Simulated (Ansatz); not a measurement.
# BClF2: the cost of one run

Method: RHF/def2-TZVP, in Ansatz 0.2.0.

### Step 1. The system as given

Bond lengths: B1–Cl2 1.860 Å, B1–F3 1.320 Å, B1–F4 1.320 Å. Angles: Cl2–B1–F3 120.0°, Cl2–B1–F4 120.0°, F3–B1–F4 120.0°.

Structure file:

```xyz
4

B     0.0000    0.0000    0.0000
Cl    0.0000    0.0000    1.8600
F     1.1431    0.0000   -0.6600
F    -1.1431    0.0000   -0.6600
```

### Step 2. Relaxing the start

The input, input.yaml:

```yaml
crystal:
  periodic: [false, false, false]
  atoms:
    - { symbol: B, position_ang: [0.0, 0.0, 0.0] }
    - { symbol: Cl, position_ang: [0.0, 0.0, 1.86] }
    - { symbol: F, position_ang: [1.1431, 0.0, -0.66] }
    - { symbol: F, position_ang: [-1.1431, 0.0, -0.66] }
basis:
  gaussian: { orbitals: def2-TZVP }
hamiltonian:
  xc: hf
relax:
  f_tol: 0.02
  max_steps: 40
output:
  orbitals: {}
```

Run with:

```sh
$ ansatz run input.yaml --threads 2 --pin off --max-ram 3072MiB --backend cpu --events-out ev --progress --plain --runs-dir out
```

**Question.** How long does this run take on 2 threads of Arm Neoverse V2, shared host, and how much memory does it need?

About 4.5 s, with a peak of 0.21 GiB.
